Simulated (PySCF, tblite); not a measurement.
# C₆H₁₄BP: geometry, infrared bands and NMR shifts

Aim: predict the infrared bands and NMR shifts of C₆H₁₄BP (`[BH3-][P@H+](CC=C)C(=C)C`).

Computed with tblite 0.8.0 and PySCF 2.14.0, with density-fitted response routines of our own, on a single molecule in the gas phase. Atoms count from 0, in the outputs and in this text.

## 1. The starting structure

22 atoms, charge 0, multiplicity 1; geometry from: force field or distance geometry start.

Bonds of the start (Å): B0–P1 1.90, P1–C2 1.81, C2–C3 1.49, C3–C4 1.32, P1–C5 1.77, C5–C6 1.32, C5–C7 1.48, B0–H8 1.19, B0–H9 1.20, B0–H10 1.20, P1–H11 1.41, C2–H12 1.10, C2–H13 1.10, C3–H14 1.08, C4–H15 1.09, C4–H16 1.07, C6–H17 1.07, C6–H18 1.10, C7–H19 1.09, C7–H20 1.11, C7–H21 1.12.

## 2. Relaxing the molecule with GFN2-xTB

What the job is given:

```
{"job": {"kind": "relax", "xc": "GFN2-xTB", "basis": "xTB"}, "charge": 0, "multiplicity": 1}
B     -0.249300    -2.366700    -0.079800
P     -0.024500    -0.488500    -0.277100
C      1.244700     0.000700     0.920200
C      2.482600     0.289700     0.146400
C      3.030500     1.485200     0.206300
C     -1.565300     0.368700    -0.122300
C     -2.038500     0.694600     1.070000
C     -2.316500     0.739700    -1.341700
H     -0.730700    -2.842700    -1.062200
H     -0.931800    -2.517600     0.894200
H      0.829900    -2.836000     0.146500
H      0.504600    -0.246100    -1.560500
H      0.897800     0.891800     1.463400
H      1.432800    -0.844800     1.600500
H      2.890300    -0.538700    -0.415500
H      3.947000     1.625000    -0.372900
H      2.661000     2.325500     0.750100
H     -1.571100     0.469300     2.009200
H     -2.998200     1.226800     1.081600
H     -3.361800     0.988700    -1.152300
H     -2.290700    -0.056300    -2.113400
H     -1.853200     1.650800    -1.791400
```

Started as:

```sh
OMP_NUM_THREADS=1 python probes_run.py task.json out
```

One launch serves the whole session: the jobs run in the order shown.

**Question.** This job is followed by: GFN2-xTB harmonic vibrations, gas phase; GIAO PBE0/pcSseg-1 NMR shielding, non-relativistic, gas phase. Predict these results of the whole session: strongest single infrared mode (GFN2-xTB); zero-point energy (GFN2-xTB); 13C shifts against TMS (PBE0/pcSseg-1); 1H shifts against TMS (PBE0/pcSseg-1, means over atoms taken as alike); 11B shifts against BF3·OEt2 (PBE0/pcSseg-1); 31P shifts against H3PO4 (PBE0/pcSseg-1); surface potential, 1st and 99th percentile.

As calculated:

```
                                                              quantity                                                           value
                             strongest single infrared mode (GFN2-xTB)                                           2252 cm⁻¹, 257 km/mol
                                          zero-point energy (GFN2-xTB)                                                  111.2 kcal/mol
                                13C shifts against TMS (PBE0/pcSseg-1)                      152.2, 141.3, 129.6, 125.3, 36.3, 25.9 ppm
1H shifts against TMS (PBE0/pcSseg-1, means over atoms taken as alike)  6.44, 6.01, 5.51, 5.51, 5.49, 4.36, 2.77, 2.63, 2.14, 0.85 ppm
                           11B shifts against BF3·OEt2 (PBE0/pcSseg-1)                                                       -50.4 ppm
                              31P shifts against H3PO4 (PBE0/pcSseg-1)                                                        -6.2 ppm
                                 surface potential, 1st and 99th percentile                                              -1.44 V and 1.13 V
```

What this shows: Over 154 steps the energy fell by 0.545 eV; of the close pairs, P1–C5 changed most, 1.770 to 1.818 Å. All 60 modes are real, so the xTB geometry is a minimum. The strongest single mode, at 2252 cm⁻¹, moves mainly H11. Unscaled tight-binding wavenumbers are off by several per cent, some by more. Its intensities can rank the bands wrongly. The most deshielded hydrogen is H14 (hydrogen on an alkene CH), at 6.44 ppm: attached to an sp2 carbon and in the plane of the double bond. By nearest atom (PBE0/pcSseg-1), the HOMO sits on C4 19 %; C3, C6 about 14 % each and the LUMO on C5, C6 about 25 % each; H17, H18 about 7 % each.
